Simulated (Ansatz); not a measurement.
# RuC+ (quartet): wave-function methods side by side, def2-TZVPP

The task here is to estimate one member of a computed series from the others.

The runs use Ansatz 0.2.0, Gaussian basis; def2-TZVPP, core rule «outside noble gas», up to 5 orbitals frozen.

Plan: UHF; ROHF; CCSD(T) on UHF.

2 further runs of the same task are left out: 2 set aside as unsound or not needed.

## What is computed

The geometry is a PBE0/def2-TZVP stationary point (not a proven minimum) of the parent state, kept for this charge and spin. No spin-orbit coupling is included. Elements past krypton take def2 core potentials.

2 atoms, charge 1, spin multiplicity 4.

Atoms are counted from 1 here; the program's logs count them from 0.

Bond lengths: Ru1–C2 1.605 Å.

The first run:

Contents of in.yaml:

```yaml
crystal:
  periodic: [false, false, false]
  atoms:
    - {symbol: Ru, position_ang: [0.000000, 0.000000, 0.000000]}
    - {symbol: C, position_ang: [0.000000, 0.000000, 1.605400]}
basis:
  gaussian: {orbitals: def2-TZVPP}
total_charge: 1
magnetization: {spin_polarized: true, initial_magnetization: 3}
hamiltonian: {xc: hf}
output: {orbitals: {seedname: orbitals}}
```

Started as:

```bash
$ ansatz run in.yaml --threads 1 --pin off --events-out ev --progress --plain --max-ram 4096MiB --backend cpu
```

Steps of the session up to this table: UHF; ROHF; CCSD(T) on UHF.

One table of the session follows, with a row left open; its other results are not shown here.

It belongs to the step «Misses and costs». 

| method | from UCCSD(T) (meV) |
| --- | --- |
| ROHF | +11371.2 |
| UHF | ? |
| UMP2 | +636.4 |
| UCCSD | +684.6 |
| UCCSD(T) | 0 |

Estimate the missing values for UHF.

The run gave: from UCCSD(T) (meV): +10871.2. In the column «from UCCSD(T) (meV)» it lies between UCCSD (+684.6) and ROHF (+11371.2).
